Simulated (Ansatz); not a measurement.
# CSe (charge -1): a single point in a Gaussian basis

With the Ansatz DFT code, driven from Python.

Notebook, run cell by cell (the value of a cell's last expression is shown):

**Cell 1**
```python
from pathlib import Path

import ansatz as az
```

**Cell 2**
```python
geometry_ang = [
    ("C", (0.0, 0.0, 0.0)),
    ("Se", (0.0, 0.0, 1.925)),
]
geometry = az.Crystal.molecule()
for symbol, xyz in geometry_ang:
    geometry = geometry.atom(symbol, xyz)

setup = geometry.calculation()
setup = setup.basis(gaussian="def2-SVP").functional("b3lyp")
setup = setup.charge(-1)
setup = setup.spin("collinear", total=1)
setup = setup.orbitals()
outcome = setup.run(runs_dir="cse_runs")
summary = outcome.report

summary["reference_energy_ev"]
```
Output:
```text
-66375.75960890103
```

**Cell 3**
```python
{key: value for key, value in summary.items() if isinstance(value, (int, float)) and "ev" in key}
```
Output:
```text
{'free_energy_ev': -66375.75960890103, 'reference_energy_ev': -66375.75960890103}
```

**Cell 4**
```python
sorted(key for key in summary if key.endswith("_ev"))
```
Output:
```text
['free_energy_ev', 'reference_energy_ev']
```

**Cell 5**
```python
print("reference energy %16.6f eV" % summary["reference_energy_ev"])
print("total energy     %16.6f eV" % summary["free_energy_ev"])
print("occupied orbitals outside the frozen core (up, down):", summary["n_occupied"], " frozen:", summary["n_frozen"], " virtual:", summary["n_virtual"])
```
Output:
```text
reference energy    -66375.759609 eV
total energy        -66375.759609 eV
occupied orbitals outside the frozen core (up, down): [21, 20]  frozen: 0  virtual: [25, 26]
```

**Cell 6**
```python
field = summary["mean_field"]
print("<S^2> =", round(abs(field["state"]["spin_squared"]), 4), " all-electron relativity setting:", field["relativity"])
print("passes:", field["passes"])
if "symmetry" in field:
    print("occupied orbitals by irrep:", field["symmetry"]["occupied"])
```
Output:
```text
<S^2> = 0.7592  all-electron relativity setting: none
passes: {'evaluations': 18, 'products': 18}
```

**Cell 7**
```python
lines = Path(summary["orbitals_path"]).read_text().splitlines()
field_of = lambda key: [line.split("=")[1].strip() for line in lines if line.startswith(key)]
orbitals = [(27.211386 * float(e), s, float(n)) for e, s, n in zip(field_of("Ene="), field_of("Spin="), field_of("Occup="))]
homo = max(e for e, _, n in orbitals if n > 0.5)
lumo = min(e for e, _, n in orbitals if n < 0.5)
for e, spin, n in sorted(orbitals):
    if homo - 15 < e < lumo + 5:
        print(f"{spin:6s} {e:10.3f} eV  occupation {n:.0f}")
```
Output:
```text
Alpha     -12.252 eV  occupation 1
Beta      -11.930 eV  occupation 1
Alpha      -6.879 eV  occupation 1
Beta       -5.972 eV  occupation 1
Alpha      -1.144 eV  occupation 1
Alpha      -0.934 eV  occupation 1
Alpha      -0.759 eV  occupation 1
Beta       -0.688 eV  occupation 1
Beta       -0.539 eV  occupation 1
Beta       -0.184 eV  occupation 1
Alpha       1.981 eV  occupation 1
Alpha       4.055 eV  occupation 0
Beta        4.519 eV  occupation 0
Beta        5.481 eV  occupation 0
Alpha       7.985 eV  occupation 0
Beta        8.298 eV  occupation 0
```

Caveats:
- Total energies depend on the basis set; only differences at equal settings carry meaning.
- The geometry is a force-field or estimated start, not a minimum of this method, and the basis set is short of its limit.
- The run takes the species as open-shell (spin multiplicity 2), which needn't be its ground state.
- b3lyp holds the VWN-RPA fit, as in Gaussian; the form of ORCA and Turbomole is b3lyp5.
- Levels such as HOMO and LUMO are orbital energies: with these approximate functionals they aren't the ionisation energy and electron affinity, and their gap isn't the fundamental gap.
- The spin state was assumed, and another may lie lower.
- Anions want diffuse functions, which this basis lacks.
- The whole script took 1.8 s on 1 thread of Arm Neoverse V1, with other jobs on the host, peak memory 0.16 GiB.
